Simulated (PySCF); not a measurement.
# C6H9NSi: magnetic properties

What do calculations give for the magnetic properties of C6H9NSi (`CC[C@]1(C#N)C=C[SiH2]1`)?

Computed with PySCF 2.14.0 and routines of our own; the level stands in each step. Atoms count from 0.

### Step 1. The starting structure

17 atoms, charge 0, multiplicity 1; geometry from: GFN2-xTB.

### Step 2. Magnetic properties: GIAO PBE/pcSseg-1

Job settings and geometry (Å):

```
{"job": {"kind": "mag", "xc": "PBE", "basis": "pcSseg-1", "isotopologues": 2}, "charge": 0, "multiplicity": 1}
C      2.199725     0.236816     0.299816
C      0.788403     0.698084     0.653276
C     -0.289403    -0.277778     0.169746
C     -0.104364    -1.565741     0.749899
N      0.007124    -2.602059     1.228424
C     -0.455269    -0.350316    -1.334885
C     -1.703469     0.055915    -1.579210
Si    -2.155171     0.344776     0.228177
H      2.402192    -0.737144     0.741681
H      2.934113     0.946416     0.675927
H      2.323468     0.158384    -0.778168
H      0.596576     1.675513     0.202425
H      0.703481     0.805279     1.738103
H      0.308992    -0.677018    -2.023377
H     -2.180633     0.135914    -2.542390
H     -3.104957    -0.557989     0.864587
H     -2.277806     1.722979     0.696059
```

Level: GIAO PBE/pcSseg-1 magnetisability, rotational g tensor and spin-rotation constants, non-relativistic, gas phase.

Started as:

```console
OMP_NUM_THREADS=1 python excited_run.py task.json out
```

One launch serves the whole session: the jobs run in the order shown.

Output:

```text
coarse grid: 14784 points
cycle   1  E = -577.4851665553  dE =  8.240e-01  |g| = 6.662e-01  |ddm| = 3.896e+00
cycle   2  E = -577.1829252360  dE =  3.022e-01  |g| = 1.276e+00  |ddm| = 2.036e+00
cycle   3  E = -577.5656686313  dE = -3.827e-01  |g| = 4.143e-01  |ddm| = 1.483e+00
cycle   4  E = -577.6023721068  dE = -3.670e-02  |g| = 8.450e-02  |ddm| = 3.567e-01
cycle   5  E = -577.6041367406  dE = -1.765e-03  |g| = 2.736e-02  |ddm| = 1.316e-01
cycle   6  E = -577.6043003880  dE = -1.636e-04  |g| = 1.138e-02  |ddm| = 3.484e-02
cycle   7  E = -577.6043257109  dE = -2.532e-05  |g| = 5.280e-03  |ddm| = 1.293e-02
cycle   8  E = -577.6043330019  dE = -7.291e-06  |g| = 1.228e-03  |ddm| = 5.527e-03
final grid: 138520 points
cycle   9  E = -577.6687654185  dE = -3.461e-05  |g| = 1.361e-02  |ddm| = 4.845e-02
cycle  10  E = -577.6686666531  dE =  9.877e-05  |g| = 2.329e-02  |ddm| = 3.576e-02
cycle  11  E = -577.6688076135  dE = -1.410e-04  |g| = 4.926e-03  |ddm| = 2.574e-02
cycle  12  E = -577.6688140111  dE = -6.398e-06  |g| = 9.945e-04  |ddm| = 4.784e-03
cycle  13  E = -577.6688142349  dE = -2.238e-07  |g| = 3.743e-04  |ddm| = 1.099e-03
cycle  14  E = -577.6688142599  dE = -2.496e-08  |g| = 1.741e-04  |ddm| = 3.872e-04
cycle  15  E = -577.6688142663  dE = -6.467e-09  |g| = 3.406e-05  |ddm| = 1.650e-04
cycle  16  E = -577.6688142666  dE = -2.626e-10  |g| = 1.151e-05  |ddm| = 4.525e-05
converged SCF energy = -577.6688142666

Magnetisability tensor (1e-30 J/T^2)
    -1177.01       -8.60      -17.49
       -8.60    -1289.26       56.10
      -17.49       56.10    -1170.44
isotropic -1212.23   principal values   -1311.57  -1186.76  -1138.37
isotropic susceptibility -73.002 1e-6 cm^3/mol

Inertial axes            a          b          c
rot. const./GHz      2.3425     1.4716     1.2121
chi total           -72.045    -77.977    -68.985
chi diamagnetic    -631.549   -943.325  -1106.303
chi paramagnetic    559.504    865.348   1037.318
quadrupole/D A        4.891    -11.323      6.432
g nuclear            0.5787     0.5857     0.5693
g electronic        -0.6157    -0.5983    -0.5907
g total             -0.0370    -0.0126    -0.0214

Spin-rotation constants (kHz, H = +C I.J)
atom  isotope        aa         bb         cc
  4    14N        0.443      0.100      0.264
  8     1H       -0.138     -0.026     -0.138
  9     1H       -0.143     -0.086     -0.098
 10     1H       -0.234     -0.143     -0.005
 11     1H       -0.186      0.003     -0.139
 12     1H       -0.239     -0.139      0.014
 13     1H       -0.123     -0.145      0.065
 14     1H       -0.002     -0.153     -0.009
 15     1H       -0.173      0.049     -0.107
 16     1H       -0.206     -0.058     -0.009
  0    13C*       0.325      0.206      0.170
  1    13C*       0.417      0.250      0.216
  2    13C*       0.444      0.251      0.202
  3    13C*       0.885      0.129      0.556
  5    13C*       0.887      0.320      0.618
  6    13C*       0.882      0.275      0.547
  7   29Si*      -1.367     -0.910     -0.804
* in the singly substituted isotopologue

Isotopologues: g along a, b, c
2H    at 8,9,10,11,12,1    -0.0337    -0.0101    -0.0190
13C   at 0                 -0.0372    -0.0121    -0.0211
```

It took 90 s on 1 thread of Arm Neoverse N1, shared host; peak memory 0.7 GiB.

Key values:

```csv
quantity,value
magnetisability,-1212·10⁻³⁰ J/T²
molar susceptibility,-73.0·10⁻⁶ cm³/mol
"rotational g (a, b, c)","-0.0370, -0.0126, -0.0214"
```

The fields below are evaluated on a grid from the run's orbitals.

Frontier orbitals at PBE/pcSseg-1, with the share of their density that lies nearest to each atom:

```
orbital  energy (eV)                                          lies on
   HOMO        -6.86                       N4 27 %; C2 23 %; Si7 13 %
   LUMO        -1.81  C5, C6 about 31 % each; H13, H14 about 8 % each
```

ELF in a plane through or near 5 of the atoms.

Values, 10 rows by 14 columns:
```
0.00 0.00 0.00 0.00 0.00 0.00 0.00 0.00 0.00 0.00 0.00 0.00 0.00 0.00
0.00 0.00 0.00 0.00 0.00 0.00 0.00 0.00 0.00 0.00 0.00 0.00 0.00 0.00
0.00 0.00 0.00 0.00 0.00 0.09 0.02 0.00 0.01 0.12 0.68 0.47 0.01 0.00
0.00 0.00 0.00 0.01 0.02 0.80 0.47 0.09 0.44 0.45 0.99 0.96 0.22 0.00
0.00 0.00 0.08 0.31 0.41 0.59 0.71 0.63 0.88 0.70 0.17 0.36 0.03 0.00
0.00 0.00 0.31 0.75 0.82 0.79 0.58 0.59 0.26 0.72 0.90 0.20 0.01 0.00
0.00 0.00 0.03 0.28 0.99 0.78 0.02 0.56 0.87 0.14 0.81 0.27 0.01 0.00
0.00 0.00 0.00 0.24 0.99 0.40 0.04 0.57 0.36 0.54 1.00 0.95 0.02 0.00
0.00 0.00 0.00 0.00 0.00 0.00 0.01 0.04 0.01 0.04 0.65 0.16 0.00 0.00
0.00 0.00 0.00 0.00 0.00 0.00 0.00 0.00 0.00 0.00 0.00 0.00 0.00 0.00
```
The map spans 11.3 Å across and 9.2 Å up, centred on the molecule. Atoms in the plane (x, y in Å): C0 (-2.2, -0.2), C6 (2.0, -1.1), Si7 (2.0, 0.7), H10 (-2.1, -1.3), H14 (2.7, -2.0).

On the surface of density 0.002 e/bohr³ the electrostatic potential runs, from the 1st to the 99th percentile, from -1.90 V near N4 to 1.50 V near Si7.

### Step 3. Magnetic properties: common gauge origin CAM-B3LYP/STO-3G

The job, as its differences from that of step 2:

```diff
@@ -1,2 +1,2 @@
-{"job": {"kind": "mag", "xc": "PBE", "basis": "pcSseg-1", "isotopologues": 2}, "charge": 0, "multiplicity": 1}
+{"job": {"kind": "mag", "xc": "CAM-B3LYP", "basis": "STO-3G", "gauge": [0, 0, 0], "scf": {"guess": "vsap"}}, "charge": 0, "multiplicity": 1}
 C      2.199725     0.236816     0.299816
```

Level: common gauge origin CAM-B3LYP/STO-3G magnetisability, rotational g tensor and spin-rotation constants, non-relativistic, gas phase.

Output:

```text
final grid: 138520 points
cycle   1  E = -569.7764392156  dE =  7.448e-02  |g| = 2.057e+00  |ddm| = 4.827e+00
cycle   2  E = -563.9670156737  dE =  5.809e+00  |g| = 3.727e+00  |ddm| = 7.911e+00
cycle   3  E = -570.9038506669  dE = -6.937e+00  |g| = 8.366e-01  |ddm| = 7.154e+00
cycle   4  E = -571.0966448517  dE = -1.928e-01  |g| = 3.327e-01  |ddm| = 7.665e-01
cycle   5  E = -571.1292198546  dE = -3.258e-02  |g| = 8.857e-02  |ddm| = 3.880e-01
cycle   6  E = -571.1311052240  dE = -1.885e-03  |g| = 3.095e-02  |ddm| = 1.134e-01
cycle   7  E = -571.1313646845  dE = -2.595e-04  |g| = 7.610e-03  |ddm| = 4.112e-02
cycle   8  E = -571.1313811098  dE = -1.643e-05  |g| = 1.752e-03  |ddm| = 1.069e-02
cycle   9  E = -571.1313820613  dE = -9.515e-07  |g| = 7.298e-04  |ddm| = 2.597e-03
cycle  10  E = -571.1313822122  dE = -1.509e-07  |g| = 1.523e-04  |ddm| = 8.419e-04
cycle  11  E = -571.1313822200  dE = -7.758e-09  |g| = 3.136e-05  |ddm| = 2.350e-04
cycle  12  E = -571.1313822204  dE = -4.627e-10  |g| = 5.997e-06  |ddm| = 6.459e-05
converged SCF energy = -571.1313822204

Magnetisability tensor (1e-30 J/T^2)
    -9192.88     -584.22     1459.98
     -584.22   -12712.11    -1139.70
     1459.98    -1139.70   -13741.47
isotropic -11882.15   principal values  -14648.29 -12428.38  -8569.79
isotropic susceptibility -715.560 1e-6 cm^3/mol

Inertial axes            a          b          c
rot. const./GHz      2.3425     1.4716     1.2121
chi total          -516.111   -748.611   -881.958
chi diamagnetic    -621.940   -934.887  -1095.914
chi paramagnetic    105.829    186.277    213.955
quadrupole/D A        4.669     -9.554      4.885
g nuclear            0.5787     0.5857     0.5693
g electronic        -0.1165    -0.1288    -0.1218
g total              0.4622     0.4569     0.4475

Spin-rotation constants (kHz, H = +C I.J)
atom  isotope        aa         bb         cc
  4    14N        0.617      0.097      0.377
  8     1H       -1.762      0.589     -0.315
  9     1H        0.424      0.664      0.902
 10     1H       -0.116     -0.618     -0.229
 11     1H        0.315     -1.024     -0.558
 12     1H       -0.473     -0.143     -0.714
 13     1H        0.659     -0.327     -0.639
 14     1H        0.540      0.804      0.685
 15     1H       -0.255      0.253      0.113
 16     1H        0.046      0.335     -0.076
  0    13C*       0.170      0.170      0.130
  1    13C*       0.138     -0.044     -0.083
  2    13C*      -0.169     -0.237     -0.280
  3    13C*       0.050     -0.173     -0.024
  5    13C*       0.444     -0.071      0.136
  6    13C*       0.434      0.158      0.487
  7   29Si*      -0.971     -0.618     -0.541
* in the singly substituted isotopologue
```

It took 8.9 s on 1 thread of Arm Neoverse N1, shared host; peak memory 0.45 GiB.

A normal end doesn't make this result sound: a common gauge origin replaces GIAOs, so the magnetic properties depend on where the origin lies; the basis STO-3G is minimal.

### Step 4. What came out

| quantity | value |
| --- | --- |
| magnetisability (step 2, GIAO PBE/pcSseg-1) | -1212·10⁻³⁰ J/T² |
| molar susceptibility (step 2, GIAO PBE/pcSseg-1) | -73.0·10⁻⁶ cm³/mol |
| rotational g (a, b, c) (step 2, GIAO PBE/pcSseg-1) | -0.0370, -0.0126, -0.0214 |
| surface potential, 1st and 99th percentile | -1.90 V and 1.50 V |
| runs | 0 failed, 1 ended on unsound input |

What this shows: At PBE/pcSseg-1, counted by nearest atom on the grid, the HOMO lies on N4 27 %; C2 23 %, the LUMO on C5, C6 about 31 % each; H13, H14 about 8 % each. Vibrational averaging and real surroundings are missing from these values.
